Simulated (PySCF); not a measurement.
**Hg³⁺ at other levels of theory**

What do other methods print for Hg³⁺?

The runs use PySCF 2.14.0; each script names its method and basis.

4 further runs of the same task are left out: 1 for a known fault of the program, 3 that didn't finish.

### Step 1. The atom

Hg³⁺: 1 atom, charge 3, spin multiplicity 2.

### Step 2. The run that the others are compared with

input.py

```python
from pyscf import gto, scf

mol = gto.M(
    atom='Hg 0 0 0',
    basis='jorge-dzp-dkh',
    charge=3,
    spin=1,
    verbose=4,
)
mf = scf.UHF(mol)
mf = mf.sfx2c1e()
mf.kernel()
mf.dip_moment()
print('orbital energies (hartree):', [e[max(0, n-3):n+3].round(4) for e, n in zip(mf.mo_energy, mol.nelec)])
```

Command:

```console
> python input.py
```

### Step 3. Mn15l (UKS)

Edit 1 changes functional: none (Hartree–Fock) → mn15l; SCF type: UHF → UKS; step after the SCF: none → analyze.

input.py

```python
from pyscf import gto, dft

mol = gto.M(
    atom='Hg 0 0 0',
    basis='jorge-dzp-dkh',
    charge=3,
    spin=1,
    verbose=4,
)
mf = dft.UKS(mol, xc='mn15l')
mf = mf.sfx2c1e()
mf.kernel()
mf.analyze()
print('orbital energies (hartree):', [e[max(0, n-3):n+3].round(4) for e, n in zip(mf.mo_energy, mol.nelec)])
```

### Step 4. MP2

Edit 2 changes step after the SCF: none → mp2.

input.py: that of step 2 with these lines changed.

```diff
@@ -1,2 +1,2 @@
-from pyscf import gto, scf
+from pyscf import gto, scf, mp
 
@@ -12,2 +12,3 @@
 mf.kernel()
+mp.MP2(mf).kernel()
 mf.dip_moment()
```

### Step 5. Population analysis

Edit 3 changes step after the SCF: none → analyze.

input.py: that of step 2 with these lines changed.

```diff
@@ -12,3 +12,3 @@
 mf.kernel()
-mf.dip_moment()
+mf.analyze()
 print('orbital energies (hartree):', [e[max(0, n-3):n+3].round(4) for e, n in zip(mf.mo_energy, mol.nelec)])
```

### Step 6. RHF

Edit 4 changes SCF type: UHF → RHF.

input.py

```python
from pyscf import gto, scf

mol = gto.M(
    atom='Hg 0 0 0',
    basis='jorge-dzp-dkh',
    charge=3,
    spin=1,
    verbose=4,
)
mf = scf.RHF(mol)
mf = mf.sfx2c1e()
mf.kernel()
mf.dip_moment()
print('orbital energies (hartree):', mf.mo_energy[..., max(0, mol.nelec[1]-3):mol.nelec[0]+3].round(4))
```

### Step 7. TDA

Edit 5 changes step after the SCF: none → tda; number of roots: none → 6.

input.py: that of step 2 with these lines changed.

```diff
@@ -1,2 +1,2 @@
-from pyscf import gto, scf
+from pyscf import gto, scf, tdscf
 
@@ -12,2 +12,6 @@
 mf.kernel()
+td = tdscf.TDA(mf)
+td.nstates = 6
+td.kernel()
+td.analyze()
 mf.dip_moment()
```

### Step 8. Tpssh (UKS)

Edit 6 changes functional: none (Hartree–Fock) → tpssh; SCF type: UHF → UKS; step after the SCF: none → analyze.

input.py

```python
from pyscf import gto, dft

mol = gto.M(
    atom='Hg 0 0 0',
    basis='jorge-dzp-dkh',
    charge=3,
    spin=1,
    verbose=4,
)
mf = dft.UKS(mol, xc='tpssh')
mf = mf.sfx2c1e()
mf.kernel()
mf.analyze()
print('orbital energies (hartree):', [e[max(0, n-3):n+3].round(4) for e, n in zip(mf.mo_energy, mol.nelec)])
```

Q: Predict the outcome of this session. Wanted: for each run, E(SCF); from base; gap, α spin; after the SCF.

The runs gave:

| run | E(SCF) (hartree) | from base (eV) | cycles | gap, α spin (eV) | after the SCF |
| --- | --- | --- | --- | --- | --- |
| base | -19590.068791 | 0 | 22 | 20.63 | n/a |
| mn15l (UKS) | -19605.047484 | not comparable | 25 | 9.33 | n/a |
| MP2 | -19590.068791 | 0.0000 | 22 | 20.63 | MP2 correlation -9.842 eV |
| population analysis | -19590.068791 | 0.0000 | 22 | 20.63 | n/a |
| RHF | -19590.066200 | +0.0705 | 19 | n/a | n/a |
| TDA | -19590.068791 | 0.0000 | 22 | 20.63 | lowest root found 0.18 eV |
| tpssh (UKS) | -19594.844052 | not comparable | 15 | 9.46 | n/a |

What this shows: The α-spin gap between the frontier levels is 9.3 eV with mn15l (0 % exact exchange) and 9.5 eV with tpssh (10 %). Total energies of different functionals can't be compared with each other; differences within one functional can. The dearest run is “mn15l (UKS)”, at 9 s against 3 s.
